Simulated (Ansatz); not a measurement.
# CH3BOS: the cost of one run

Program: Ansatz 0.2.0 through its Python package. Level of theory: CAM-B3LYP/6-31G*. These are calculated values, not measurements.

## Step 1: Starting point

Bond lengths: B1–S2 1.886 Å, S2–C3 1.784 Å, C3–O4 1.311 Å, B1–H5 1.133 Å, B1–H6 1.246 Å, C3–H7 1.046 Å. Angles: B1–S2–C3 93.4°, S2–B1–H5 124.1°, S2–B1–H6 116.7°, H5–B1–H6 119.0°, S2–C3–O4 118.1°, S2–C3–H7 123.3°, O4–C3–H7 118.5°.

The script holds or builds the structure itself.

## Step 2: Script

Contents of freq.py:

```python
import ansatz as az
from ase import Atoms
import numpy as np

params = {
    "basis_set": "6-31G*",
    "functional": "cam_b3lyp",
}

atoms = Atoms(["B", "S", "C", "O", "H", "H", "H"], positions=[
    (0.3825, -0.4743, -1.2077),
    (-0.6407, -1.1431, 0.2281),
    (-0.4528, 0.344, 1.195),
    (0.6018, 0.4491, 1.9673),
    (1.5048, -0.5954, -1.2992),
    (-0.225, 0.1963, -2.0638),
    (-1.1093, 1.1555, 1.1346),
])
system = az.Crystal.molecule_from_ase(atoms)

setup = (
    system.calculation()
    .basis(gaussian=params["basis_set"])
    .functional(params["functional"])
    .accuracy("medium")
)
symbols = [site.symbol for site in system.cartesian_sites]
start = np.array([site.position_ang for site in system.cartesian_sites], dtype=float)
def progress(event):
    if event["event"] == "relax_step":
        row = event["data"]
        print(f"step {row['step']:3d}  E = {row['lagrangian_ev']:.6f} eV  max force {row['allowed_force_max_ev_ang']:.4f} eV/A")


summary = setup.relax(force_tolerance=0.003).session().plan().execute(on_event=progress).report
end = np.array(summary["positions_ang"])

print("bond        before    after (A)")
for i, j in [(0, 1), (0, 4), (0, 5), (1, 2), (2, 3), (2, 6)]:
    d0, d1 = (np.linalg.norm(xyz[i] - xyz[j]) for xyz in (start, end))
    print(f"{symbols[i]}{i}-{symbols[j]}{j}".ljust(10), f"{d0:8.4f} {d1:8.4f}")

minimum = az.Crystal.molecule()
for symbol, xyz in zip(symbols, end):
    minimum = minimum.atom(symbol, xyz.tolist())
vibrating = (
    minimum.calculation()
    .basis(gaussian=params["basis_set"])
    .functional(params["functional"])
    .accuracy("medium")
    .phonons(temperatures=(200, 600, 100))
)
vib = vibrating.run().report["vibrations"]
sums = vib["harmonic_sums"]
modes = [m["omega_inv_cm"] for m in sums["modes_at_gamma"] if m["rigid_motion"] == "no"]
print("frequencies (1/cm):", " ".join(f"{w:.0f}" for w in modes))
print("imaginary modes:", sum(w < 0 for w in modes), " zero-point energy:", round(sums["zero_point_energy_ev"], 4), "eV")
print("T (K)   F_vib (eV)   S_vib (meV/K)   C_vib (meV/K)")
for row in zip(sums["temperatures_k"], sums["vibrational_free_energy_ev"], vib["entropy_ev_per_k"], vib["heat_capacity_ev_per_k"]):
    print(f"{row[0]:6.1f} {row[1]:11.4f} {1000 * row[2]:13.4f} {1000 * row[3]:15.4f}")

heavier = vibrating.phonons(masses={"H": 2.014102}).run().report["vibrations"]["harmonic_sums"]
print("deuterated (1/cm):", " ".join(f"{m['omega_inv_cm']:.0f}" for m in heavier["modes_at_gamma"] if m["rigid_motion"] == "no"))
print("zero-point energy falls by", round(sums["zero_point_energy_ev"] - heavier["zero_point_energy_ev"], 4), "eV")
```

## Step 3: The calls as engine input

The engine receives this input (first run):

```yaml
crystal:
  periodic: [false, false, false]
  atoms:
    - { symbol: B, position_ang: [0.3825, -0.4743, -1.2077] }
    - { symbol: S, position_ang: [-0.6407, -1.1431, 0.2281] }
    - { symbol: C, position_ang: [-0.4528, 0.344, 1.195] }
    - { symbol: O, position_ang: [0.6018, 0.4491, 1.9673] }
    - { symbol: H, position_ang: [1.5048, -0.5954, -1.2992] }
    - { symbol: H, position_ang: [-0.225, 0.1963, -2.0638] }
    - { symbol: H, position_ang: [-1.1093, 1.1555, 1.1346] }
accuracy: medium
basis:
  gaussian:
    orbitals: "6-31G*"
hamiltonian:
  xc: cam_b3lyp
relax:
  f_tol: 0.003
```

## Step 4: Launch

Run with:

```bash
python freq.py
```

**Question.** How long does this script take on 1 thread of Arm Neoverse V2, shared host, and how much memory does it need?

About 3.7 min, with a peak of 0.24 GiB.
